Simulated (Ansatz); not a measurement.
# CH3AlClF: one species, many methods

One table from this session's results is given with a row withheld; the runs are named, their logs left out.

Method: functionals in def2-TZVPP, the program's frozen cores in correlated methods; program: Ansatz 0.2.0, Gaussian basis.

The runs, in order: LDA (SPW92), PBE-D4, revPBE-D4, BLYP-D4, r2SCAN-D4, B97M-V, PBE0-D4, B3LYP-D4, r2SCANh-D4, r2SCAN0-D4, HSE06-D4, BHLYP-D4, CAM-B3LYP-D4, LC-ωPBE, ωB97X-V, ωB97M-V, B2PLYP, PBE-QIDH; CCSD(T)/def2-SVP; CCSD(T)/def2-TZVPP; MP2/def2-QZVPP; extrapolation to the limit; RPA on PBE.

## The geometry

All runs share one geometry, relaxed beforehand with PBE0-D4 in a triple-zeta def2 set.

7 atoms, charge 0, spin multiplicity 1.

Atoms are counted from 1 here; the program's logs count them from 0.

Bond lengths: F1–C2 1.342 Å, C2–Al3 1.983 Å, C2–Cl4 1.922 Å, C2–H5 1.091 Å, Al3–Cl4 2.414 Å, Al3–H6 1.577 Å, Al3–H7 1.580 Å. Angles: F1–C2–Al3 122.8°, F1–C2–Cl4 108.2°, F1–C2–H5 109.0°, Al3–C2–Cl4 76.4°, Al3–C2–H5 126.2°, Cl4–C2–H5 101.7°, C2–Al3–Cl4 50.7°, C2–Al3–H6 116.7°, C2–Al3–H7 116.1°, Cl4–Al3–H6 109.4°, Cl4–Al3–H7 108.7°, H6–Al3–H7 126.8°, C2–Cl4–Al3 53.0°.

Set-up of the first run:

in.yaml reads:

```yaml
crystal:
  periodic: [false, false, false]
  atoms:
    - {symbol: F, position_ang: [-1.330488, -1.484980, 0.283245]}
    - {symbol: C, position_ang: [-0.340354, -0.819325, -0.331273]}
    - {symbol: Al, position_ang: [0.674926, 0.643596, 0.540986]}
    - {symbol: Cl, position_ang: [-1.081535, 0.773624, -1.110115]}
    - {symbol: H, position_ang: [-0.032823, -1.377113, -1.216934]}
    - {symbol: H, position_ang: [0.128434, 1.154342, 1.929417]}
    - {symbol: H, position_ang: [2.043040, 1.041756, -0.140926]}
basis:
  gaussian: {orbitals: def2-TZVPP}
hamiltonian: {xc: lda}
output: {orbitals: {seedname: orbitals}}
```

Among the steps run: LDA; PBE-D4 (GGA); revPBE-D4 (GGA); BLYP-D4 (GGA); r2SCAN-D4 (meta-GGA); B97M-V (meta-GGA); PBE0-D4 (hybrid); B3LYP-D4 (hybrid); r2SCANh-D4 (hybrid); r2SCAN0-D4 (hybrid); HSE06-D4 (hybrid); BHLYP-D4 (hybrid); CAM-B3LYP-D4 (range-separated); LC-ωPBE (range-separated); ωB97X-V (range-separated); ωB97M-V (range-separated); B2PLYP (double hybrid); PBE-QIDH (double hybrid).

One table of the session follows, with a row left open; its other results are not shown here.

It belongs to the step «Orbital energies across the functionals». 

| functional | HOMO (eV) | gap (eV) |
| --- | --- | --- |
| LDA (SPW92) | -6.89 | 4.73 |
| PBE-D4 | -6.77 | 4.84 |
| revPBE-D4 | -6.71 | 4.89 |
| BLYP-D4 | -6.68 | 4.85 |
| r2SCAN-D4 | -7.09 | 5.44 |
| B97M-V | -7.21 | 5.51 |
| PBE0-D4 | -8.17 | 7.21 |
| B3LYP-D4 | -7.96 | 6.74 |
| r2SCANh-D4 | -7.61 | 6.32 |
| r2SCAN0-D4 | -8.38 | 7.61 |
| HSE06-D4 | ? | ? |
| BHLYP-D4 | -9.50 | 9.38 |
| CAM-B3LYP-D4 | -9.58 | 9.59 |
| LC-ωPBE | -10.90 | 12.06 |
| ωB97X-V | -10.57 | 11.60 |
| ωB97M-V | -10.42 | 11.16 |

Estimate the missing values for HSE06-D4.

**Answer.** HOMO (eV): -7.77; gap (eV): 6.43. In the column «HOMO (eV)» it lies between B3LYP-D4 (-7.96) and r2SCANh-D4 (-7.61).
